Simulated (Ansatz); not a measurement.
# BeRe2: the cost of one run

Computed with Ansatz 0.2.0 (DFT PBE, scalar-relativistic, plane waves, PAW, unless a step's input says otherwise).

1 further run of the same task is left out (it didn't finish).

### Step 1. The structure to begin with

It takes space group P4_2/mnm (No. 136, tetragonal). Conventional cell: a = 4.930 Å, b = 4.930 Å, c = 3.175 Å, α = 90.00°, β = 90.00°, γ = 90.00°. Be (site symmetry mmm) has 6 Re at 2.09 to 2.13 Å as nearest neighbours. Around Re (site symmetry m2m) lie 3 Be at 2.09 to 2.13 Å.

As a file:

```xyz
6
Lattice="4.9299 0.0000 0.0000 0.0000 4.9299 0.0000 0.0000 0.0000 3.1753" Properties=species:S:1:pos:R:3 pbc="T T T"
Be    0.0000    0.0000    0.0000
Be    2.4649    2.4649    1.5877
Re    1.5085    1.5085    0.0000
Re    0.9564    3.9735    1.5877
Re    3.4213    3.4213    0.0000
Re    3.9735    0.9564    1.5877
```

This is candidate A: rutile type (P4_2/mnm, No. 136).

(A quick probe on a coarse mesh, which set the mesh and smearing, is not shown.)

### Step 3. Coarse relaxation (candidate A)

input.yaml

```yaml
crystal:
  lattice:
    - [4.9298666134, 0.0, 0.0]
    - [0.0, 4.9298666134, 0.0]
    - [0.0, 0.0, 3.175332022]
  atoms:
    - { symbol: Be, position: [0.0, 0.0, 0.0] }
    - { symbol: Be, position: [0.5, 0.5, 0.5] }
    - { symbol: Re, position: [0.306, 0.306, 0.0] }
    - { symbol: Re, position: [0.194, 0.806, 0.5] }
    - { symbol: Re, position: [0.694, 0.694, 0.0] }
    - { symbol: Re, position: [0.806, 0.194, 0.5] }
basis:
  ecutwfc: 420
kpoints:
  mp_grid: { grid: [4, 4, 6] }
hamiltonian:
  xc: pbe
scf:
  occupations: { method: gaussian, width: 0.1 }
  lower_state_search: "off"
output:
  forces: true
  stress: true
  eigenvalues: true
relax:
  adjacent_minimum: "off"
  f_tol: 0.04
  max_steps: 70
  cell: { stress_tol: 0.4 }
```

Launch:

```
$ ansatz run input.yaml --threads 1 --pin off --max-ram 2560MiB --backend cpu --events-out ev --progress --plain --runs-dir out
```

**Question.** How long does this run take on 1 thread of Arm Neoverse V1, shared host, and how much memory does it need?

About 23 s, with a peak of 0.36 GiB.
